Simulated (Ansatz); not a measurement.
Here is an Ansatz input file for C2H2OZn, SMILES C1=[CH][Zn][O]1. Write the same calculation for the Python package.

```yaml
crystal:
  periodic: [false, false, false]
  atoms:
    - { symbol: C, position_ang: [-0.3496, 0.3449, -0.5246] }
    - { symbol: C, position_ang: [0.2491, 0.1696, 0.5944] }
    - { symbol: Zn, position_ang: [0.6291, -1.6852, 0.347] }
    - { symbol: O, position_ang: [-0.1345, -0.9255, -0.9039] }
    - { symbol: H, position_ang: [-0.8765, 1.2388, -1.0075] }
    - { symbol: H, position_ang: [0.5244, 0.7933, 1.4484] }
basis:
  gaussian:
    orbitals: def2-SVP
hamiltonian:
  xc: cam_b3lyp
relax:
  f_tol: 0.01
```

`opt_c2h2ozn.py`:
```python
"""Geometry optimisation of C2H2OZn."""

import logging
import sys

import ansatz as az
import numpy as np
import pandas as pd

logging.basicConfig(stream=sys.stdout, format="[%(levelname)s] %(message)s")
log = logging.getLogger("calc")
log.setLevel(logging.INFO)

GEOMETRY = """
C    -0.34960    0.34490   -0.52460
C     0.24910    0.16960    0.59440
Zn    0.62910   -1.68520    0.34700
O    -0.13450   -0.92550   -0.90390
H    -0.87650    1.23880   -1.00750
H     0.52440    0.79330    1.44840
"""


def main() -> None:
    mol = az.Crystal.molecule()
    for line in GEOMETRY.strip().splitlines():
        symbol, *xyz = line.split()
        mol = mol.atom(symbol, [float(v) for v in xyz])

    model = (
        mol.calculation()
        .basis(gaussian="def2-SVP")
        .functional("cam_b3lyp")
    )
    symbols = [site.symbol for site in mol.cartesian_sites]
    start = np.array([site.position_ang for site in mol.cartesian_sites], dtype=float)
    def progress(event):
        if event["event"] == "relax_step":
            row = event["data"]
            log.info(f"step {row['step']:3d}  E = {row['lagrangian_ev']:.6f} eV  max force {row['allowed_force_max_ev_ang']:.4f} eV/A")


    rep = model.relax(force_tolerance=0.01).session().plan().execute(on_event=progress).report
    end = np.array(rep["positions_ang"])

    log.info(f"E = {rep['free_energy_ev']:.6f} eV = {rep['free_energy_ev'] / 27.211386246:.7f} Ha")
    print("converged:", rep["converged"], " doubts:", rep["published_state_doubts"] or "none")

    log.info("bond        before    after (A)")
    for i, j in [(0, 1), (0, 3), (0, 4), (1, 2), (1, 5), (2, 3)]:
        d0, d1 = (np.linalg.norm(xyz[i] - xyz[j]) for xyz in (start, end))
        print(f"{symbols[i]}{i}-{symbols[j]}{j}".ljust(10), f"{d0:8.4f} {d1:8.4f}")

    charges = rep["charge_distribution"]
    table = pd.DataFrame({"atom": symbols, "mulliken": charges["mulliken_charges_e"], "lowdin": charges["lowdin_charges_e"]})
    print(table.round(3).to_string())
    print("dipole (e A):", np.round(charges["dipole_moment_e_ang"], 4) + 0.0)


if __name__ == "__main__":
    main()
```

`python opt_c2h2ozn.py` gives:
```text
[INFO] step   1  E = -52558.407439 eV  max force 11.1877 eV/A
[INFO] step   2  E = -52560.287098 eV  max force 6.1812 eV/A
[INFO] step   3  E = -52561.448017 eV  max force 1.6425 eV/A
[INFO] step   4  E = -52561.565097 eV  max force 0.8102 eV/A
[INFO] step   5  E = -52561.591297 eV  max force 0.8582 eV/A
[INFO] step   6  E = -52561.614459 eV  max force 0.2840 eV/A
[INFO] step   7  E = -52561.617655 eV  max force 0.1985 eV/A
[INFO] step   8  E = -52561.618852 eV  max force 0.0171 eV/A
[INFO] step   9  E = -52561.618872 eV  max force 0.0045 eV/A
[INFO] E = -52561.618981 eV = -1931.6038700 Ha
converged: True  doubts: none
[INFO] bond        before    after (A)
C0-C1        1.2811   1.3573
C0-O3        1.3432   1.3138
C0-H4        1.1445   1.1063
C1-Zn2       1.9094   1.9553
C1-H5        1.0928   1.0861
Zn2-O3       1.6508   2.0027
  atom  mulliken  lowdin
0    C     0.227  -0.128
1    C    -0.322  -0.301
2   Zn     0.521   0.572
3    O    -0.459  -0.151
4    H     0.031   0.014
5    H     0.002  -0.005
dipole (e A): [ 0.3117 -0.4992  0.3419]
```

Caveats:
- Total energies depend on the basis set; only differences at equal settings carry meaning.
- The end point is the stationary point reached from this start; no frequency run checks that it is a minimum, and the basis set is modest.
- The Löwdin charges here are taken after orthogonalising the functions within each atom; they differ from plain Löwdin charges, and their signs can be unphysical.
- The bonding changed during the relaxation, so the end is another isomer than the start names.
- It ran for 43 s on 1 thread of Arm Neoverse V2, with other jobs on the host, peak memory 0.3 GiB.

(Lines on the test bed's own set-up are left out of the output.)
